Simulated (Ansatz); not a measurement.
**TaN (triplet): from Hartree-Fock to the top rungs, def2-TZVPP**

The task here is to estimate one member of a computed series from the others.

Computed with Ansatz 0.2.0, Gaussian basis. Level: def2-TZVPP, core rule «outside noble gas», up to 5 orbitals frozen.

To be run: UHF; ROHF; CCSD(T) on UHF.

## The system

The geometry is a PBE0/def2-TZVP stationary point (not a proven minimum) of the parent state, kept for this charge and spin. No spin-orbit coupling is included. Elements past krypton take def2 core potentials.

2 atoms, charge 0, spin multiplicity 3.

Atoms are counted from 1 here; the program's logs count them from 0.

Bond lengths: Ta1–N2 1.820 Å.

Geometry (Å):

```
Ta    0.0000    0.0000    0.0000
N     0.0000    0.0000    1.8196
```

Set-up of the first run:

Contents of in.yaml:

```yaml
crystal:
  periodic: [false, false, false]
  atoms:
    - {symbol: Ta, position_ang: [0.000000, 0.000000, 0.000000]}
    - {symbol: N, position_ang: [0.000000, 0.000000, 1.819600]}
basis:
  gaussian: {orbitals: def2-TZVPP}
magnetization: {spin_polarized: true, initial_magnetization: 2}
hamiltonian: {xc: hf}
output: {orbitals: {seedname: orbitals}}
```

Started as:

```
$ ansatz run in.yaml --threads 1 --pin off --events-out ev --progress --plain --max-ram 4096MiB --backend cpu
```

Among the steps run: UHF; ROHF; CCSD(T) on UHF.

One table of the session follows, with a row left open; its other results are not shown here.

```
  method  from UCCSD(T) (meV)
    ROHF             +10144.0
     UHF                    ?
    UMP2              +1812.5
   UCCSD               +636.0
UCCSD(T)                    0
```

Q: Estimate the row for UHF from the others.

The run gave: from UCCSD(T) (meV): +9088.5. In the column «from UCCSD(T) (meV)» it lies between UMP2 (+1812.5) and ROHF (+10144.0).

Caveats from the session: The determinant is far from a pure spin state, so its energy mixes those of several spin states (harmless only where they are near-degenerate, as at dissociation).
